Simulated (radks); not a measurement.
# Cs³⁶⁺ in [Ne] 3s2 3p5.5 3d1 4f0.5: an all-electron calculation

Aim: the levels, the sizes of the orbitals and the parts of the energy of the caesium ion Cs36+.

Method: Dirac Kohn-Sham, PBE, spin-unpolarised, spherical densities, finite nucleus; open shells fill j = l - 1/2 first. Code: radks (a radial shooting solver on a logarithmic mesh, Libxc functionals) version 1.

## (1) Starting point

```
element            : caesium (Z = 55)
charge             : +36
electrons          : 19
configuration      : [Ne] 3s2 3p5.5 3d1 4f0.5
nuclear rms radius : 4.8041 fm
```

## (2) The run

Settings of this run:

```text
Z 55
configuration [Ne] 3s2 3p5.5 3d1 4f0.5
relativity Dirac
functional pbe,pbe
spin unpolarised
j_filling energy
nucleus finite rms 4.8041 fm
c 137.035999084
```

**Question.** What will this run give?

The runs gave:

```
                        quantity                    value
                    total energy       -6756.3810 hartree
exchange-correlation share of it                   1.87 %
                            −T/E                   1.0740
          highest occupied level        4f5/2, -1182.9 eV
    most extended occupied level  4f5/2, <r> = 0.458 bohr
 radius at density 0.001 e/bohr³                1.03 bohr
    maxima of the radial density                        3
```

**Reading.** 4 principal shells are occupied and 3 maxima appear in the radial density; where shells overlap, one shows as a shoulder or not at all. −T/E is 1.074: with relativity the kinetic term as defined here no longer equals −E. This is not the tabulated ground configuration, so its levels and sizes aren't those of the ground state, and no measured value stands beside it.
